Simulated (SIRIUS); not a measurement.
Input of a SIRIUS 7.10.0 run:

The input sirius.json:

```json
{
  "control": {
    "processing_unit": "cpu",
    "verbosity": 1,
    "num_bands_to_print": 20,
    "print_forces": false,
    "print_stress": true
  },
  "parameters": {
    "electronic_structure_method": "pseudopotential",
    "xc_functionals": ["XC_GGA_X_RPBE", "XC_GGA_C_PBE"],
    "gk_cutoff": 6.4,
    "pw_cutoff": 12.8,
    "ngridk": [4, 4, 4],
    "shiftk": [0, 0, 0],
    "smearing": "fermi_dirac",
    "smearing_width": 0.0018374661,
    "num_bands": 20,
    "num_mag_dims": 0,
    "num_dft_iter": 100,
    "energy_tol": 1e-08,
    "density_tol": 1e-06
  },
  "iterative_solver": {
    "type": "davidson",
    "min_tolerance": 1e-09,
    "tolerance_scale": [0.1, 0.25]
  },
  "mixer": {
    "type": "anderson",
    "beta": 0.7,
    "max_history": 8
  },
  "settings": {
    "tol_ne": 1e-10,
    "pseudo_grid_cutoff": 6.5
  },
  "unit_cell": {
    "lattice_vectors": [
      [0.0, 0.707106781187, 0.707106781187],
      [0.707106781187, 0.0, 0.707106781187],
      [0.707106781187, 0.707106781187, 0.0]
    ],
    "lattice_vectors_scale": 10.7396400427,
    "atom_coordinate_units": "lattice",
    "atom_types": ["Al", "Si"],
    "atom_files": {
      "Si": "Si.json",
      "Al": "Al.json"
    },
    "atoms": {
      "Al": [
        [0.0, 0.0, 0.5],
        [0.0, 0.5, 0.0],
        [0.0, 0.5, 0.5],
        [0.5, 0.0, 0.0],
        [0.5, 0.0, 0.5],
        [0.5, 0.5, 0.0],
        [0.5, 0.5, 0.5]
      ],
      "Si": [
        [0.0, 0.0, 0.0]
      ]
    }
  }
}
```

Potentials or basis: PseudoDojo 0.4.1 PBE standard (scalar relativistic).

Launch:

```sh
$ upf_to_json Si.upf
$ upf_to_json Al.upf
$ OMP_NUM_THREADS=1 sirius.scf --input=sirius.json --output=out.json --task=3 --volume_scale0=0.94 --volume_scale1=1.06 --num_eos_points=7
```

Task: Estimate the equilibrium volume.

Result: 16.16 Å³/atom.

Task: Estimate the bulk modulus.

Result: 78 GPa.

Task: What does it give for the pressure derivative of the bulk modulus?

Result: 2.5 (rough: it moves with the points fitted).

Energy against volume, from the lowest point:
| volume (Å³/atom) | energy (meV/atom) |
| --- | --- |
| 15.251 | 13.40 |
| 15.575 | 5.44 |
| 15.900 | 1.06 |
| 16.224 | 0.00 |
| 16.549 | 2.13 |
| 16.873 | 7.20 |
| 17.198 | 14.90 |

Caveat: the fit is doubtful: noisy points or a state that changes with volume; the potentials were made for another functional, which shifts forces and pressure.
